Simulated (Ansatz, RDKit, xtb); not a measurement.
# Isomers of C2H7NOSi2, a sample narrowed down, part 2 of 2

A sample of isomers of C2H7NOSi2 is drawn. Aim: find which of them has the lowest free energy at 298.15 K, then its properties. The sample is small against all isomers, and the most stable one of this formula need not be in it.

xtb, Ansatz and PySCF; isolated molecules.

### Step 6. After refinement

| label | spin | r2SCAN-D4/def2-SVP (kcal/mol) | PBE0-D3(BJ)/def2-SVP, relaxed (kcal/mol) | time |
| --- | --- | --- | --- | --- |
| c372c | singlet | 0.0 | 0.0 | 6.4 min |
| c289c | singlet | 1.5 | 0.6 | 2.4 min |
| c953b | singlet | 19.1 | 16.9 | 5.2 min |

c372c: Bond lengths: C1–C2 1.217 Å, C2–Si5 1.841 Å, N3–Si5 1.730 Å, O4–Si5 1.660 Å, N3–Si6 1.743 Å, C1–H7 1.076 Å, Si5–H8 1.480 Å, O4–H9 0.962 Å, N3–H10 1.017 Å, Si6–H11 1.492 Å, Si6–H12 1.497 Å, Si6–H13 1.495 Å. Some angles: C1–C2–Si5 179.5°, C2–Si5–N3 105.2°, C2–Si5–O4 110.2°, N3–Si5–O4 114.4°, Si5–N3–Si6 127.7°, C2–C1–H7 179.7°, C2–Si5–H8 111.9°, N3–Si5–H8 111.6°, O4–Si5–H8 103.7°, Si5–N3–H10 115.1°.

c289c: Bond lengths: C1–C2 1.219 Å, C2–Si5 1.851 Å, N3–Si5 1.735 Å, N3–Si6 1.743 Å, O4–Si6 1.661 Å, C1–H7 1.076 Å, Si5–H8 1.490 Å, Si5–H9 1.488 Å, N3–H10 1.016 Å, Si6–H11 1.488 Å, Si6–H12 1.496 Å, O4–H13 0.965 Å. Some angles: C1–C2–Si5 177.7°, C2–Si5–N3 110.6°, Si5–N3–Si6 124.1°, N3–Si6–O4 107.4°, C2–C1–H7 179.1°, C2–Si5–H8 108.1°, C2–Si5–H9 106.9°, N3–Si5–H8 108.6°, N3–Si5–H9 111.8°, Si5–N3–H10 116.1°.

c953b: Bond lengths: C1–C2 1.215 Å, C2–N3 1.348 Å, N3–Si5 1.774 Å, N3–Si6 1.769 Å, O4–Si6 1.657 Å, C1–H7 1.073 Å, Si5–H8 1.491 Å, Si5–H9 1.489 Å, Si5–H10 1.491 Å, Si6–H11 1.481 Å, Si6–H12 1.489 Å, O4–H13 0.962 Å. Some angles: C1–C2–N3 179.5°, C2–N3–Si5 116.8°, C2–N3–Si6 116.6°, Si5–N3–Si6 126.3°, N3–Si6–O4 113.0°, C2–C1–H7 179.1°, N3–Si5–H8 110.5°, N3–Si5–H9 106.4°, N3–Si5–H10 109.6°, N3–Si6–H11 106.6°.

### Step 7. Are they minima? Harmonic frequencies

The lowest few in one piece go on as finalists. In this search the thermal terms come from GFN2-xTB at its own nearest minimum. The first, c372c:

File start.xyz:

```xyz
13
c372c
C     -1.780973    -1.800047     1.362891
C     -1.335655    -1.339963     0.327551
N     -1.690371    -1.248882    -2.486671
O      0.942670    -1.094703    -1.406851
Si    -0.649966    -0.656430    -1.237798
Si    -1.751220    -0.739585    -4.152876
H     -2.174335    -2.201060     2.280541
H     -0.606883     0.822674    -1.220747
H      1.133636    -2.037420    -1.387054
H     -2.303901    -2.011452    -2.211524
H     -0.917656     0.493418    -4.257982
H     -1.212849    -1.771178    -5.094573
H     -3.154930    -0.440559    -4.573179
```

Command:

```bash
xtb start.xyz --gfn 2 --ohess tight
```

Output, shortened:

```text
* xtb version 6.7.1
[...]
          :  # basis functions                  43          :
[...]
          :  # electrons                        34          :
[...]
          :  Hamiltonian                  GFN2-xTB          :
[...]
          :  net charge                          0          :
          :  unpaired electrons                  0          :
[...]
   *** convergence criteria satisfied after 13 iterations ***
[...]
   *** GEOMETRY OPTIMIZATION CONVERGED AFTER 53 ITERATIONS ***
[...]
   *** convergence criteria satisfied after 3 iterations ***
[...]
         ::                     SUMMARY                     ::
         :::::::::::::::::::::::::::::::::::::::::::::::::::::
         :: total energy             -18.315184786639 Eh    ::
         :: gradient norm              0.000233702415 Eh/a0 ::
         :: HOMO-LUMO gap              4.779439249780 eV    ::
         ::.................................................::
         :: SCC energy               -18.581199355166 Eh    ::
         :: -> isotropic ES            0.063390102053 Eh    ::
         :: -> anisotropic ES          0.004013197119 Eh    ::
         :: -> anisotropic XC          0.010617326370 Eh    ::
         :: -> dispersion             -0.009363222827 Eh    ::
         :: repulsion energy           0.266014568526 Eh    ::
         :: add. restraining           0.000000000000 Eh    ::
         :: total charge               0.000000000000 e     ::
         :::::::::::::::::::::::::::::::::::::::::::::::::::::
[...]
        17        2.0000           -0.3764518             -10.2438 (HOMO)
        18                         -0.2008107              -5.4643 (LUMO)
[...]
molecular dipole:
                 x           y           z       tot (Debye)
 q only:       -0.192      -0.196      -0.085
   full:       -0.334      -0.317      -0.053       1.179
molecular quadrupole (traceless):
[...]
          | TOTAL ENERGY              -18.315184786639 Eh   |
          | TOTAL ENTHALPY            -18.223838371006 Eh   |
          | TOTAL FREE ENERGY         -18.269904623374 Eh   |
          | GRADIENT NORM               0.000233657015 Eh/α |
[...]
```

Wall time 1.7 s (2 threads of Intel Xeon at 2.50GHz (Skylake/Cascade Lake), shared host).

### Step 8. Thermal terms of the finalists

As xtb prints them, at 298.15 K, with its own treatment of low modes:

| label | SMILES | spin | lowest mode (cm⁻¹) | zero-point (kcal/mol) | G − E (kcal/mol) |
| --- | --- | --- | --- | --- | --- |
| c372c | C#C[Si@@H](O)N[SiH3] | singlet | 34 | 50.4 | 28.4 |
| c289c | C#C[SiH2]N[SiH2]O | singlet | 36 | 50.4 | 28.8 |
| c953b | C#CN([SiH3])[SiH2]O | singlet | 32 | 48.7 | 26.8 |

### Step 9. Energies at the top level

Single points at CCSD(T)/def2-SVP + MP2/def2-TZVPP - MP2/def2-SVP on the refined geometries decide the order.

c372c, CCSD(T)/def2-SVP:

File input.yaml:

```yaml
crystal:
  periodic: [false, false, false]
  atoms:
    - {symbol: C, position_ang: [-1.780973, -1.800047, 1.362891]}
    - {symbol: C, position_ang: [-1.335655, -1.339963, 0.327551]}
    - {symbol: "N", position_ang: [-1.690371, -1.248882, -2.486671]}
    - {symbol: O, position_ang: [0.942670, -1.094703, -1.406851]}
    - {symbol: Si, position_ang: [-0.649966, -0.656430, -1.237798]}
    - {symbol: Si, position_ang: [-1.751220, -0.739585, -4.152876]}
    - {symbol: H, position_ang: [-2.174335, -2.201060, 2.280541]}
    - {symbol: H, position_ang: [-0.606883, 0.822674, -1.220747]}
    - {symbol: H, position_ang: [1.133636, -2.037420, -1.387054]}
    - {symbol: H, position_ang: [-2.303901, -2.011452, -2.211524]}
    - {symbol: H, position_ang: [-0.917656, 0.493418, -4.257982]}
    - {symbol: H, position_ang: [-1.212849, -1.771178, -5.094573]}
    - {symbol: H, position_ang: [-3.154930, -0.440559, -4.573179]}
basis:
  gaussian:
    orbitals: def2-SVP
correlation:
  method: ccsd_t
  frozen_orbitals: {O: 1, Si: 5, C: 1, H: 0, "N": 1}
```

Command:

```bash
ansatz run input.yaml --threads 2 --pin off --max-ram 5220MiB --events-out events.jsonl --progress --plain --runs-dir runs
```

Output, shortened:

```text
Warning: RAYON_NUM_THREADS=2 ignored (pool sized by the plan → 2); use --threads N
Functional definition: HF
  name "HF"
[...]
1255 factors; integrals over basis functions are off by at most 1.1e-3 eV
[...]
mean field -21407.05057424 eV, -786.6945983834 hartree, gradient 2.8e-6 eV, S^2 0.000000; 0 other end points of the search recorded, 0 dependent functions left out
14 core orbitals not correlated: weight in the atoms' cores, before any rotation towards them, 1.000 or more for the frozen orbitals, at most 0.000 for the correlated occupied ones
reference -21407.05057424 eV, -786.6945983834 hartree; 17, 17 occupied and 96, 96 virtual orbitals, 1255 factors
second order -21.66335308 eV of doubles, -0.00000000 eV of singles
cycle   1  -22.30924660 eV  change   -6.5e-1 eV  update   1.2e-1
[...]
cycle   9  -23.13822728 eV  change   -2.7e-5 eV  update   2.1e-5
perturbative correction -0.72944722 eV, -0.0268066909 hartree
Total energy: -21430.91824874 eV, -787.5717192432 hartree
```

Run time: 32 s. Hardware: 2 threads of Intel Xeon at 2.50GHz (Skylake/Cascade Lake), shared host; peak memory 0.75 GiB.

### Step 10. c372c at MP2/def2-TZVPP

input.yaml, as its differences from that of step 9:

```diff
@@ -5,3 +5,3 @@
     - {symbol: C, position_ang: [-1.335655, -1.339963, 0.327551]}
-    - {symbol: "N", position_ang: [-1.690371, -1.248882, -2.486671]}
+    - {symbol: N, position_ang: [-1.690371, -1.248882, -2.486671]}
     - {symbol: O, position_ang: [0.942670, -1.094703, -1.406851]}
@@ -18,5 +18,5 @@
   gaussian:
-    orbitals: def2-SVP
+    orbitals: def2-TZVPP
 correlation:
-  method: ccsd_t
+  method: mp2
   frozen_orbitals: {O: 1, Si: 5, C: 1, H: 0, "N": 1}
```

Command:

```bash
ansatz run input.yaml --threads 2 --pin off --max-ram 5220MiB --events-out events.jsonl --progress --plain --runs-dir runs
```

Output:

```text
Warning: RAYON_NUM_THREADS=2 ignored (pool sized by the plan → 2); use --threads N
Functional definition: HF
  name "HF"
  exchange = exact_x
  correlation = 0
1804 factors; integrals over basis functions are off by at most 9.5e-4 eV
mean field evaluation 1: about -21413.6881 eV, gradient 5.1e1 eV
mean field evaluation 2: about -21414.0748 eV, gradient 5.1e1 eV
mean field evaluation 4: about -21419.7157 eV, gradient 4.8e0 eV
mean field evaluation 8: about -21419.8015 eV, gradient 2.7e-1 eV
mean field -21419.80182966 eV, -787.1631983769 hartree, gradient 4.7e-6 eV, S^2 0.000000; 0 other end points of the search recorded, 0 dependent functions left out
14 core orbitals not correlated: weight in the atoms' cores, before any rotation towards them, 1.000 or more for the frozen orbitals, at most 0.000 for the correlated occupied ones
reference -21419.80182966 eV, -787.1631983769 hartree; 17, 17 occupied and 275, 275 virtual orbitals, 1804 factors
second order -27.06639850 eV of doubles, -0.00000000 eV of singles
Total energy: -21446.86822816 eV, -788.1578701754 hartree
```

Wall time 29 s (2 threads of Intel Xeon at 2.50GHz (Skylake/Cascade Lake), shared host); peak memory 0.88 GiB.

### Step 11. c289c at CCSD(T)/def2-SVP

File input.yaml:

```yaml
crystal:
  periodic: [false, false, false]
  atoms:
    - {symbol: C, position_ang: [-0.795716, 2.054807, 0.983297]}
    - {symbol: C, position_ang: [-0.544523, 0.865134, 1.063851]}
    - {symbol: N, position_ang: [1.328176, -1.254658, 0.227667]}
    - {symbol: O, position_ang: [0.254614, 0.028067, -1.947272]}
    - {symbol: Si, position_ang: [-0.123581, -0.936192, 1.123273]}
    - {symbol: Si, position_ang: [1.508051, -0.956748, -1.480226]}
    - {symbol: H, position_ang: [-1.024198, 3.104951, 0.927975]}
    - {symbol: H, position_ang: [0.105866, -1.310234, 2.546936]}
    - {symbol: H, position_ang: [-1.290282, -1.672233, 0.565135]}
    - {symbol: H, position_ang: [2.174696, -1.371644, 0.776587]}
    - {symbol: H, position_ang: [1.364951, -2.170471, -2.328685]}
    - {symbol: H, position_ang: [2.868709, -0.369510, -1.687018]}
    - {symbol: H, position_ang: [0.091272, 0.808159, -1.402867]}
basis:
  gaussian:
    orbitals: def2-SVP
correlation:
  method: ccsd_t
  frozen_orbitals: {O: 1, Si: 5, C: 1, H: 0, "N": 1}
```

Command:

```bash
ansatz run input.yaml --threads 2 --pin off --max-ram 5220MiB --events-out events.jsonl --progress --plain --runs-dir runs
```

Output, shortened:

```text
Warning: RAYON_NUM_THREADS=2 ignored (pool sized by the plan → 2); use --threads N
Functional definition: HF
  name "HF"
[...]
1255 factors; integrals over basis functions are off by at most 1.3e-3 eV
[...]
mean field -21406.97412094 eV, -786.6917887764 hartree, gradient 8.6e-7 eV, S^2 0.000000; 0 other end points of the search recorded, 0 dependent functions left out
14 core orbitals not correlated: weight in the atoms' cores, before any rotation towards them, 1.000 or more for the frozen orbitals, at most 0.000 for the correlated occupied ones
reference -21406.97412094 eV, -786.6917887764 hartree; 17, 17 occupied and 96, 96 virtual orbitals, 1255 factors
second order -21.69520590 eV of doubles, -0.00000000 eV of singles
cycle   1  -22.33460295 eV  change   -6.4e-1 eV  update   1.2e-1
[...]
cycle   9  -23.16029927 eV  change   -2.2e-5 eV  update   1.9e-5
perturbative correction -0.73387508 eV, -0.0269694118 hartree
Total energy: -21430.86829529 eV, -787.5698834878 hartree
```

Wall time 33 s (2 threads of Intel Xeon at 2.50GHz (Skylake/Cascade Lake), shared host); peak memory 0.76 GiB.

### Step 12. Putting it together

Energies in kcal/mol from c372c; G adds the thermal terms to the CCSD(T)/def2-SVP + MP2/def2-TZVPP - MP2/def2-SVP energy. The columns left of the relaxed level are at the tight-binding geometries.

| label | SMILES | spin | GFN2-xTB | HF/STO-3G | r2SCAN-D4/def2-SVP | PBE0-D3(BJ)/def2-SVP | HF/def2-SVP | MP2/def2-SVP | CCSD(T)/def2-SVP + MP2/def2-TZVPP - MP2/def2-SVP | G | share at equilibrium | T1 |
| --- | --- | --- | --- | --- | --- | --- | --- | --- | --- | --- | --- | --- |
| c372c | C#C[Si@@H](O)N[SiH3] | singlet | 0.0 | 0.0 | 0.0 | 0.0 | 0.0 | 0.0 | 0.0 | 0.0 | 92.9 % | 0.013 |
| c289c | C#C[SiH2]N[SiH2]O | singlet | -2.5 | 3.6 | 1.5 | 0.6 | 1.8 | 1.0 | 1.1 | 1.5 | 7.1 % | 0.012 |
| c953b | C#CN([SiH3])[SiH2]O | singlet | -10.9 | 13.5 | 19.1 | 16.9 | 20.4 | 19.2 | 23.4 | 21.8 | < 0.1 % | 0.013 |

Lowest found: c372c, `C#C[Si@@H](O)N[SiH3]`, a singlet. Bond lengths: C1–C2 1.217 Å, C2–Si5 1.841 Å, N3–Si5 1.730 Å, O4–Si5 1.660 Å, N3–Si6 1.743 Å, C1–H7 1.076 Å, Si5–H8 1.480 Å, O4–H9 0.962 Å, N3–H10 1.017 Å, Si6–H11 1.492 Å, Si6–H12 1.497 Å, Si6–H13 1.495 Å. Some angles: C1–C2–Si5 179.5°, C2–Si5–N3 105.2°, C2–Si5–O4 110.2°, N3–Si5–O4 114.4°, Si5–N3–Si6 127.7°, C2–C1–H7 179.7°, C2–Si5–H8 111.9°, N3–Si5–H8 111.6°, O4–Si5–H8 103.7°, Si5–N3–H10 115.1°.

```xyz
13

C    -1.7810   -1.8000    1.3629
C    -1.3357   -1.3400    0.3276
N    -1.6904   -1.2489   -2.4867
O     0.9427   -1.0947   -1.4069
Si   -0.6500   -0.6564   -1.2378
Si   -1.7512   -0.7396   -4.1529
H    -2.1743   -2.2011    2.2805
H    -0.6069    0.8227   -1.2207
H     1.1336   -2.0374   -1.3871
H    -2.3039   -2.0115   -2.2115
H    -0.9177    0.4934   -4.2580
H    -1.2128   -1.7712   -5.0946
H    -3.1549   -0.4406   -4.5732
```

### Step 13. Outcome

This closing draws on all 2 parts.

| quantity | value |
| --- | --- |
| lowest structure found | C#C[Si@@H](O)N[SiH3], singlet |
| next finalist | C#C[SiH2]N[SiH2]O, singlet, 1.5 kcal/mol higher in G |
| share at equilibrium, among the finalists | 92.9 % |
| funnel | 12 starts, 11 minima at GFN2-xTB, 7 screening runs, 3 relaxed, 3 ranked |
| CPU time of all runs | 28 min |

In words: `C#C[Si@@H](O)N[SiH3]` comes out lowest. The margin, 1.5 kcal/mol, is modest. HF/STO-3G, r2SCAN-D4/def2-SVP, PBE0-D3(BJ)/def2-SVP, HF/def2-SVP and MP2/def2-SVP already put its bonding pattern lowest among the structures in one piece; GFN2-xTB favours the singlet C#CN([SiH3])[SiH2]O. The largest share of the time went into the relaxations (73 %). 3 minima inside the window were never screened. The search is not exhaustive (a finite list of starts, one conformer a finalist), so a lower isomer can't be ruled out. Only 4 drawn patterns were tried, so whole families of isomers are missing, and the result ranks this sample alone. The lowest isomer need not be the one that is made and kept in a bottle, which depends on barriers.
